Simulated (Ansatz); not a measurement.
# C3H11NOSi: the cost of one run

Program: Ansatz 0.2.0. Level of theory: RKS LDA/STO-3G. These are calculated values, not measurements.

## 1. The structure to begin with

Bond lengths (14 of 16 bonds, heavy atoms first): C1–O2 1.423 Å, O2–Si3 1.650 Å, Si3–C4 1.853 Å, C4–C5 1.579 Å, C4–N6 1.513 Å, C1–H7 1.077 Å, C1–H8 1.123 Å, C1–H9 1.069 Å, Si3–H10 1.488 Å, Si3–H11 1.523 Å, C4–H12 1.080 Å, C5–H13 1.104 Å, C5–H14 1.144 Å, C5–H15 1.076 Å. Angles (14 of 28 angles, heavy atoms first): C1–O2–Si3 118.5°, O2–Si3–C4 117.8°, Si3–C4–C5 112.4°, Si3–C4–N6 111.6°, C5–C4–N6 104.6°, O2–C1–H7 107.1°, O2–C1–H8 105.5°, O2–C1–H9 114.1°, O2–Si3–H10 110.0°, O2–Si3–H11 108.7°, C4–Si3–H10 107.4°, C4–Si3–H11 106.6°, Si3–C4–H12 112.4°, C5–C4–H12 108.8°.

Its coordinates follow in the input file.

## 2. Relaxing end A

The input, input.yaml:

```yaml
crystal:
  periodic: [false, false, false]
  atoms:
    - { symbol: C, position_ang: [-0.0601, -2.1257, -1.0841] }
    - { symbol: O, position_ang: [0.761, -1.05, -1.5232] }
    - { symbol: Si, position_ang: [1.3704, -0.0137, -0.3928] }
    - { symbol: C, position_ang: [0.1672, 0.9227, 0.6602] }
    - { symbol: C, position_ang: [-0.9255, 1.6736, -0.1967] }
    - { symbol: "N", position_ang: [-0.6229, -0.0027, 1.5591] }
    - { symbol: H, position_ang: [-0.2673, -2.7374, -1.9462] }
    - { symbol: H, position_ang: [-1.0347, -1.6561, -0.7829] }
    - { symbol: H, position_ang: [0.339, -2.6692, -0.2549] }
    - { symbol: H, position_ang: [2.2618, 0.9836, -1.0446] }
    - { symbol: H, position_ang: [2.261, -0.8002, 0.5594] }
    - { symbol: H, position_ang: [0.6548, 1.6387, 1.3059] }
    - { symbol: H, position_ang: [-1.568, 1.0387, -0.8314] }
    - { symbol: H, position_ang: [-1.6491, 2.2482, 0.4776] }
    - { symbol: H, position_ang: [-0.433, 2.3926, -0.8286] }
    - { symbol: H, position_ang: [-1.3135, 0.5313, 2.1168] }
    - { symbol: H, position_ang: [0.0397, -0.3748, 2.2466] }
basis:
  gaussian: { orbitals: STO-3G }
hamiltonian:
  xc: lda
relax:
  f_tol: 0.015
  max_steps: 40
```

The run is started by

```console
$ ansatz run input.yaml --threads 1 --pin off --max-ram 2048MiB --backend cpu --events-out ev --progress --plain --runs-dir out
```

**Question.** How long does this run take on 1 thread of Arm Neoverse N1, shared host, and how much memory does it need?

About 83 s, with a peak of 0.15 GiB.
